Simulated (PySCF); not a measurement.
# LiPb+: from the state search to spectroscopic constants

One job finds the state of LiPb+, follows it along the bond with each method and fits the curves.

The runs use PySCF 2.14.0; Li cc-pVDZ, Pb cc-pVDZ-PP with ECP60, scalar-relativistic core potentials.

## 1. The job

The job is set up so:

```json
{
  "atoms": "Li, Pb",
  "charge": "1",
  "basis": "Li cc-pVDZ, Pb cc-pVDZ-PP with ECP60",
  "Hamiltonian": "scalar-relativistic core potentials",
  "basis functions": "37",
  "electrons treated": "24",
  "masses in u": "7.0160, 207.9766",
  "levels": "PBE0, PBE, r²SCAN, BHandHLYP, TPSS, BP86, CAM-B3LYP, HF, MP2, SCS-MP2, CCSD, CCSD(T)",
  "grid": "80 radial by 434 angular points",
  "occupations": "held fixed by the projection of orbital angular momentum",
  "dissociation limit": "Li+ + Pb, each in its ground configuration",
  "starting distance in angstrom": "2.780",
  "values of 2S to try": "0, 2"
}
```

Started as:

```sh
> OMP_NUM_THREADS=1 python dia.py task.json out
```

After this run come: First curve: PBE0; Other states along the same grid; PBE (GGA); r²SCAN; BHandHLYP; TPSS (meta-GGA); BP86 (GGA); CAM-B3LYP (range-separated hybrid); UHF (mean field); MP2 and coupled cluster.

**Question.** What will these runs give? Wanted: for each run, Re; ωe; De; μ.

As calculated:

Lowest PBE0 solution found, without spin–orbit coupling: ³Π (triplet), unpaired electrons σ ↑, π ↑. State 2 has its PBE0 minimum 0.13 eV higher. State 3 has its PBE0 minimum 0.27 eV higher, as a spin-mixed determinant (⟨S²⟩ = 1.00), so this is no gap between pure states. The other levels ran on the lowest alone.

```
      level  Re (Å)  ωe (cm⁻¹)  De (eV)   μ (D)
        UHF   3.132      212.8     0.84  -10.17
    UHF-MP2   3.084      223.4     0.88     n/a
UHF-SCS-MP2   3.089      222.2     0.87     n/a
   UHF-CCSD   3.087      224.0     0.88     n/a
UHF-CCSD(T)   3.084      225.0     0.89     n/a
        PBE   3.117      205.5     0.98   -9.55
       BP86   3.137      202.0     0.90   -9.84
       TPSS   3.113      207.2     0.97   -9.63
     r²SCAN   3.107      211.7     0.87   -9.90
       PBE0   3.088      213.4     0.94   -9.66
  BHandHLYP   3.070      215.9     0.92   -9.76
  CAM-B3LYP   3.062      217.2     0.93   -9.74
```

De is counted to Li+ + Pb in their ground configurations. A positive dipole points from Li to Pb; in an ion it is taken about the centre of mass and does not tell which atom is negative.

**Reading.** The methods spread over 0.076 Å in bond length, from CAM-B3LYP to BP86. CCSD(T) can't serve as the judge here: for a weak bond in this basis it is far from its limit. Of the levels with a De here, UHF gives the least (0.84 eV) and PBE the most (0.98 eV).

Correlated steps freeze 4 core orbitals. These are scalar-relativistic numbers at best; spin–orbit coupling would shift them, the dissociation energy most. With spin–orbit coupling the term label itself may not hold.
